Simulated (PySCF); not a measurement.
The system is CGaSeH3, in a box.

```xyz
6
Lattice="11.0000 0.0000 0.0000 0.0000 13.0000 0.0000 0.0000 0.0000 13.0000" Properties=species:S:1:pos:R:3 pbc="T T T"
C     5.5906    6.1894    5.5384
Ga    5.8077    7.0800    7.2394
Se    5.7984    4.8058    7.0290
H     4.6158    6.1281    5.0662
H     6.4102    6.1427    4.8294
H     5.9303    8.2362    8.2386
```

Program: PySCF 2.14.0. Alike in all runs: task atomic charges; potentials or basis pob-tzvp-rev2 (all-electron); no spin polarisation; cell as given; k mesh 1 × 1 × 1; smearing fixed.

**Question.** Order these runs on this cell by their band gap on the k mesh, lowest first.
A. level HLE16; three-centre integrals read from an earlier run's file
B. level CAM-B3LYP+D4; three-body dispersion term yes; exxdiv ewald; three-centre integrals read from an earlier run's file
C. level PBE

**Answer.** C (3.61 eV), A (4.29 eV), B (7.80 eV).

Caveats: this is a molecule in a periodic box at the Γ point, so its band gap is the HOMO-LUMO gap; relativity is left out, which matters for the heavier elements; the basis of atomic orbitals isn't converged, which shifts pressures, moduli and gaps.

